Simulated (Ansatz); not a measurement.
# SnF2 (SMILES [F][Sn][F]) at 6 levels

Wanted: a comparison of 6 runs (HF/STO-3G, B2PLYP/STO-3G, B3LYP/STO-3G, BLYP/STO-3G, revPBE/STO-3G, UCCSD(T)/STO-3G) of SnF2. 

The results are computed with Ansatz 0.2.0.

54 further runs of the same task are left out: 21 that didn't finish, 33 set aside as unsound or not needed.

## (1) The system as given

SnF2 has 3 atoms, charge 0, and is taken as a singlet. SMILES: `[F][Sn][F]`. The F3–Sn1 distance was set to 4.153 Å, away from the relaxed value. At this shape a bond of the SMILES string is far longer than usual.

Bond lengths: Sn1–F2 2.077 Å.

## (2) The energy at HF/STO-3G (run 1)

input.yaml reads:

```yaml
basis:
  gaussian:
    orbitals: STO-3G
crystal:
  periodic: [false, false, false]
  atoms:
    - symbol: Sn
      position_ang: [1.634198, -0.043910, -2.152396]
    - symbol: F
      position_ang: [3.247218, -0.057580, -0.844186]
    - symbol: F
      position_ang: [-1.623610, 0.028790, 0.422090]
accuracy: high
hamiltonian:
  xc: hf
```

Run with:

```sh
$ ansatz run input.yaml --threads 1 --pin off --max-ram 2610MiB --events-out events.jsonl --progress --plain --runs-dir runs
```

Log:

```text
Warning: RAYON_NUM_THREADS=1 ignored (pool sized by the plan → 1); use --threads N
Functional definition: HF
  name "HF"
  exchange = exact_x
  correlation = 0
633 factors; integrals over basis functions are off by at most 2.8e-8 eV
mean field evaluation 1: about -167588.4017 eV, gradient 1.9e1 eV
mean field evaluation 2: about -167588.4540 eV, gradient 1.9e1 eV
mean field evaluation 4: about -167585.3003 eV, gradient 4.3e1 eV
mean field evaluation 8: about -167591.4747 eV, gradient 3.9e0 eV
mean field evaluation 16: about -167594.9624 eV, gradient 2.0e-2 eV
mean field evaluation 32: about -167591.4161 eV, gradient 2.0e1 eV
mean field evaluation 64: about -167591.1271 eV, gradient 5.3e0 eV
mean field -167594.96239627 eV, -6159.0012681175 hartree, gradient 1.6e-8 eV, S^2 0.000000; 1 other end points of the search recorded, 0 dependent functions left out
reference -167594.96239627 eV, -6159.0012681175 hartree; 34, 34 occupied and 3, 3 virtual orbitals, 633 factors
Total energy: -167594.96239627 eV, -6159.0012681175 hartree
```

It took 0.78 s on 1 thread of Arm Neoverse V1, shared host; peak memory 0.093 GiB.

## (3) The energy at B2PLYP/STO-3G (run 2)

in.yaml reads:

```yaml
crystal:
  periodic: [false, false, false]
  atoms:
    - symbol: Sn
      position_ang: [1.634198, -0.043910, -2.152396]
    - symbol: F
      position_ang: [3.247218, -0.057580, -0.844186]
    - symbol: F
      position_ang: [-1.623610, 0.028790, 0.422090]
basis:
  gaussian:
    orbitals: STO-3G
hamiltonian:
  xc: {name: B2PLYP}
correlation:
  frozen_orbitals: {F: 1, Sn: 18}
accuracy: high
```

Run with:

```sh
$ ansatz run in.yaml --threads 1 --pin off --max-ram 2610MiB --events-out events.jsonl --progress --plain --runs-dir runs
```

Log (excerpt; [...] marks lines left out):

```text
Warning: RAYON_NUM_THREADS=1 ignored (pool sized by the plan → 1); use --threads N
Functional definition: B2PLYP
  name "B2PLYP"
[...]
633 factors; integrals over basis functions are off by at most 2.8e-8 eV
[...]
mean field -167651.56802615 eV, -6161.0814866466 hartree, gradient 5.0e-9 eV, S^2 0.000000; 6 other end points of the search recorded, 0 dependent functions left out; unrestricted orbitals would lower it
20 core orbitals not correlated: weight in the atoms' cores, before any rotation towards them, 1.000 or more for the frozen orbitals, at most 0.000 for the correlated occupied ones
reference -167651.56804206 eV, -6161.0814872315 hartree; 14, 14 occupied and 3, 3 virtual orbitals, 633 factors
second order -14.32223955 eV of doubles, -0.00000000 eV of singles
Total energy: -167655.43504674 eV, -6161.2235970322 hartree
```

Wall time 5.1 s (1 thread of Arm Neoverse V1, shared host); peak memory 0.12 GiB.

Runs 3 to 5 aren't shown in full; the table further down has their settings and results.

## (4) The energy at UCCSD(T)/STO-3G (run 6)

job.yaml reads:

```yaml
crystal:
  periodic: [false, false, false]
  atoms:
    - {symbol: Sn, position_ang: [1.634198, -0.043910, -2.152396]}
    - {symbol: F, position_ang: [3.247218, -0.057580, -0.844186]}
    - {symbol: F, position_ang: [-1.623610, 0.028790, 0.422090]}
basis:
  gaussian: {orbitals: STO-3G}
magnetization: {spin_polarized: true, initial_magnetization: 0}
correlation: {method: ccsd_t, frozen_orbitals: {F: 1, Sn: 18}}
accuracy: high
scf: {omitted_lower_state_checks: [cluster_reference, increment]}
```

Run with:

```sh
$ ansatz run job.yaml --threads 1 --pin off --max-ram 2610MiB --events-out events.jsonl --progress --plain --runs-dir runs
```

Log:

```text
Warning: RAYON_NUM_THREADS=1 ignored (pool sized by the plan → 1); use --threads N
[... 23 lines left out ...]
20 core orbitals not correlated: weight in the atoms' cores, before any rotation towards them, 1.000 or more for the frozen orbitals, at most 0.000 for the correlated occupied ones
[... 133 lines left out ...]
Total energy: -167603.20125386 eV, -6159.3040405491 hartree
Checks for a lower state left out: cluster_reference, increment
```

It took 13 s on 1 thread of Arm Neoverse V1, shared host; peak memory 0.18 GiB.

## (5) Overview of the runs

| run | level | frozen core orbitals | energy (Eh) | wall time |
| --- | --- | --- | --- | --- |
| 1 | HF/STO-3G | – | -6159.001268 | 0.78 s |
| 2 | B2PLYP/STO-3G | 20 | -6161.223597 | 5.1 s |
| 3 | B3LYP/STO-3G | – | -6161.821791 | 7.2 s |
| 4 | BLYP/STO-3G | – | -6161.690807 | 11 s |
| 5 | revPBE/STO-3G | – | -6161.492906 | 14 s |
| 6 | UCCSD(T)/STO-3G | 20 | -6159.304041 | 13 s |

## (6) Summary of results

```
                                           quantity           value
                                run 6: total energy  -6159.30404 Eh
run 6: correlation energy (20 core orbitals frozen)       -63.1 mEh
                              run 6: (T) correction       -6.28 mEh
           run 6: ⟨S²⟩ of the reference determinant           1.013
                               run 6: T1 diagnostic           0.022
```

Totals of different functionals can't be ranked against each other. In run 2 the log says that unrestricted orbitals would lower the reference, so the values rest on an unstable closed-shell determinant (other closed-shell runs at this shape may share the fault). In runs 1, 2, 3, 4, 5, 6 the basis is minimal, so the values are rough. In runs 1, 2, 3, 4, 5 a closed-shell determinant meets a far-stretched bond, which it describes badly. In runs 1, 2, 3, 4, 5, 6 relativity is left out where basis or elements ask for it. Spin contamination of the reference: run 6 ⟨S²⟩ = 1.01. Where it is this large, the reference is a mixture of spin states, and values that rest on it are in doubt. All runs together took 50 s, the longest 14 s.
